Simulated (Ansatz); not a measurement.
# C2H4O3Ti: one species, many methods

One table from this session's results is given with a row withheld; the runs are named, their logs left out.

Method: functionals in def2-TZVPP, the program's frozen cores in correlated methods; program: Ansatz 0.2.0, Gaussian basis.

Plan: LDA (SPW92), PBE-D4, revPBE-D4, BLYP-D4, r2SCAN-D4, B97M-V, PBE0-D4, B3LYP-D4, r2SCANh-D4, r2SCAN0-D4, HSE06-D4, BHLYP-D4, CAM-B3LYP-D4, LC-ωPBE, ωB97X-V, ωB97M-V, B2PLYP, PBE-QIDH; CCSD(T)/def2-SVP; CCSD(T)/def2-TZVPP; MP2/def2-QZVPP; extrapolation to the limit; RPA on PBE.

### The relaxed structure

An earlier PBE0-D4 in a triple-zeta def2 set relaxation fixed the geometry.

SMILES `C#[C][Ti]([OH])([OH])[OH]`, 10 atoms, charge 0, spin multiplicity 1.

Atoms are counted from 1 here; the program's logs count them from 0.

Bond lengths: C1–C2 1.214 Å, C1–H7 1.067 Å, C2–Ti3 2.048 Å, Ti3–O4 1.783 Å, Ti3–O5 1.777 Å, Ti3–O6 1.788 Å, O4–H8 0.958 Å, O5–H9 0.956 Å, O6–H10 0.959 Å. Angles: C2–C1–H7 179.7°, C1–C2–Ti3 179.7°, C2–Ti3–O4 106.4°, C2–Ti3–O5 105.8°, C2–Ti3–O6 109.3°, O4–Ti3–O5 114.0°, O4–Ti3–O6 109.6°, O5–Ti3–O6 111.4°, Ti3–O4–H8 134.7°, Ti3–O5–H9 143.1°, Ti3–O6–H10 130.0°.

The first run:

in.yaml reads:

```yaml
crystal:
  periodic: [false, false, false]
  atoms:
    - {symbol: C, position_ang: [1.338719, -1.734457, -1.500814]}
    - {symbol: C, position_ang: [0.780825, -0.917685, -0.796731]}
    - {symbol: Ti, position_ang: [-0.165843, 0.453411, 0.394517]}
    - {symbol: O, position_ang: [-0.365243, -0.317659, 1.989310]}
    - {symbol: O, position_ang: [-1.697822, 0.828500, -0.423071]}
    - {symbol: O, position_ang: [0.861749, 1.907463, 0.556049]}
    - {symbol: H, position_ang: [1.833077, -2.449663, -2.118745]}
    - {symbol: H, position_ang: [-0.731487, -1.147869, 2.295642]}
    - {symbol: H, position_ang: [-2.625713, 0.600351, -0.450187]}
    - {symbol: H, position_ang: [0.854737, 2.726310, 0.057029]}
basis:
  gaussian: {orbitals: def2-TZVPP}
hamiltonian: {xc: lda}
output: {orbitals: {seedname: orbitals}}
```

Launch:

```bash
$ ansatz run in.yaml --threads 8 --pin off --events-out ev --progress --plain --max-ram 18278MiB
```

Steps of the session up to this table: LDA; PBE-D4 (GGA); revPBE-D4 (GGA); BLYP-D4 (GGA); r2SCAN-D4 (meta-GGA); B97M-V (meta-GGA); B3LYP-D4 (hybrid); r2SCANh-D4 (hybrid); r2SCAN0-D4 (hybrid); HSE06-D4 (hybrid); BHLYP-D4 (hybrid); CAM-B3LYP-D4 (range-separated); LC-ωPBE (range-separated); ωB97X-V (range-separated); ωB97M-V (range-separated); B2PLYP (double hybrid); PBE-QIDH (double hybrid).

One table of the session follows, with a row left open; its other results are not shown here.

It belongs to the step «Orbital energies across the functionals». 

| functional | HOMO (eV) | LUMO (eV) | gap (eV) |
| --- | --- | --- | --- |
| LDA (SPW92) | -6.76 | -3.07 | 3.69 |
| PBE-D4 | -6.55 | -2.83 | 3.72 |
| revPBE-D4 | -6.47 | -2.74 | 3.73 |
| BLYP-D4 | -6.38 | -2.74 | 3.64 |
| r2SCAN-D4 | -6.80 | -2.74 | 4.06 |
| B97M-V | -6.76 | -2.73 | 4.03 |
| PBE0-D4 | -7.78 | -1.88 | 5.90 |
| B3LYP-D4 | -7.53 | -2.16 | 5.37 |
| r2SCANh-D4 | ? | ? | ? |
| r2SCAN0-D4 | -7.96 | -1.81 | 6.15 |
| HSE06-D4 | -7.37 | -2.26 | 5.12 |
| BHLYP-D4 | -8.84 | -0.77 | 8.08 |
| CAM-B3LYP-D4 | -9.12 | -0.79 | 8.33 |
| LC-ωPBE | -10.54 | 0.39 | 10.93 |
| ωB97X-V | -10.13 | 0.35 | 10.48 |
| ωB97M-V | -10.02 | 0.32 | 10.33 |

Estimate the missing values for r2SCANh-D4.

Worked estimate for «HOMO (eV)». Against the share of exact exchange, r2SCAN-D4 (0, -6.80), r2SCAN0-D4 (0.25, -7.96) give a slope of -4.64 per unit share; at 0.1 the line stands at -7.26.

**Answer.** HOMO (eV): -7.26; LUMO (eV): -2.38; gap (eV): 4.89. In «HOMO (eV)» the line misses by 0.00.
